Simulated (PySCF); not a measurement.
# Ta³⁺: interval between two levels with spin-orbit coupling

Each state of tantalum is computed at each level; their differences give the interval between two levels. How far do the methods differ?

Program: PySCF 2.14.0. Level of theory: two-component X2C-1e, generalised determinants. These are calculated values, not measurements, unless marked.

**1. The system**

- Element: tantalum (Z = 73)
- Basis: x2c-TZVPall-2c (11s11p10d2f, 108 functions)
- Hamiltonian: two-component X2C-1e, Gaussian nucleus, no Breit or QED terms; spin-orbit coupling, run by run: screened by Boettger's factors
- Core shells frozen in the correlated runs: [Kr] 4d10 4f14 (for Ta³⁺)
- State 1: Ta³⁺ 4f14 5d1 6p1 3F4: [Xe] 4f14 5d1 6p1; 5d5/2 filled at m_j = +5/2; 6p3/2 filled at m_j = +3/2
- Needed too, but not shown: Ta³⁺ [Xe] 4f14 5d2 (3F)
- Methods: GHF, GMP2

Outer shells as boxes (Hund's rule):

Ta3+ [Xe] 4f14 5d1 6p1
```
[Xe] core
4f [↑↓][↑↓][↑↓][↑↓][↑↓][↑↓][↑↓]
5d [↑ ][  ][  ][  ][  ]
6p [↑ ][  ][  ]
```

All steps ran in one process of a driver on top of PySCF, which takes the settings above as its task.

It was started by

```console
> OMP_NUM_THREADS=1 python sorun2.py TASK.json OUT
```

The integrals over 108 functions and the set-up took 12 s of CPU time.

**2. Ta³⁺ 4f14 5d1 6p1 3F4, method by method**

Level: GHF (screened spin-orbit).

What it wrote:

```text
cycle= 1 E= -15608.2989946870  delta_E= -1.56e+04  |FDS-SDF|= 0.0866
cycle= 2 E= -15608.3214182687  delta_E= -0.0224  |FDS-SDF|= 0.00438
cycle= 3 E= -15608.3220436012  delta_E= -0.000625  |FDS-SDF|= 0.0014
cycle= 4 E= -15608.3220796307  delta_E= -3.6e-05  |FDS-SDF|= 0.000364
cycle= 5 E= -15608.3220846755  delta_E= -5.04e-06  |FDS-SDF|= 4.61e-05
cycle= 6 E= -15608.3220848975  delta_E= -2.22e-07  |FDS-SDF|= 5.61e-06
cycle= 7 E= -15608.3220849030  delta_E= -5.53e-09  |FDS-SDF|= 6.87e-07
```

Time after the integrals: 11 s (1 thread of Neoverse-V1, shared host).

Occupied spinors:

```csv
spinor shell,electrons,mean energy (eV),weight of the nominal j,rms radius (bohr)
1s1/2,2,-67789.4,1.000,0.0211
2s1/2,2,-11811.9,1.000,0.0853
2p1/2,2,-11269.4,1.000,0.0726
2p3/2,4,-9993.7,1.000,0.0799
3s1/2,2,-2792.3,1.000,0.218
3p1/2,2,-2551.5,1.000,0.210
3p3/2,4,-2272.0,1.000,0.225
3d3/2,4,-1870.0,1.000,0.199
3d5/2,6,-1809.7,1.000,0.203
4s1/2,2,-627.40,1.000,0.488
4p1/2,2,-526.77,1.000,0.497
4p3/2,4,-461.88,1.000,0.530
4d3/2,4,-295.93,1.000,0.558
4d5/2,6,-283.78,1.000,0.569
5s1/2,2,-120.01,1.000,1.17
5p1/2,2,-86.843,0.994,1.29
5p3/2,4,-77.887,0.986,1.38
4f5/2,6,-74.882,0.988,0.700
4f7/2,8,-73.005,0.992,0.702
5d5/2,1,-38.428,1.000,1.97
6p3/2,1,-24.211,1.000,3.51
```

M_J = 4, ⟨J²⟩ = 20.004, ⟨L²⟩ = 12.114, ⟨S²⟩ = 2.114.

Level: GMP2 (screened spin-orbit).

This step left no log, only its results.

Time after the integrals: 0.5 s (1 thread of Neoverse-V1, shared host).

With 10 electrons correlated and 34 very high virtual spinors dropped, the MP2 correlation energy is -0.15409 hartree. Largest pairs: 5p1/2-5p3/2 -0.0435, 5p3/2-5p3/2 -0.0414, 5p1/2-5p1/2 -0.0122, 5d5/2-5p3/2 -0.0116, 5p3/2-5s1/2 -0.0105.

**3. The energy differences**

Interval between two levels: Ta³⁺ [Xe] 4f14 5d2 [5d5/2^2, M_J = 4] → Ta³⁺ [Xe] 4f14 5d1 6p1 [5d5/2^1 6p3/2^1, M_J = 4].

```csv
method,value (eV)
GHF (screened spin-orbit),10.671
GMP2 (screened spin-orbit),10.462
```

The differences also use runs on Ta³⁺ [Xe] 4f14 5d2 (3F), which are not shown here.

**4. What came out**

| quantity | value |
| --- | --- |
| interval between two levels, Ta³⁺ → 4f14 5d1 6p1 3F4 | GHF (screened spin-orbit) 10.671, GMP2 (screened spin-orbit) 10.462 eV |

The methods span 0.208 eV, from GMP2 (screened spin-orbit) (10.462) to GHF (screened spin-orbit) (10.671). No reference value is at hand in this session. All values hold for this basis alone; no basis-set limit was taken.
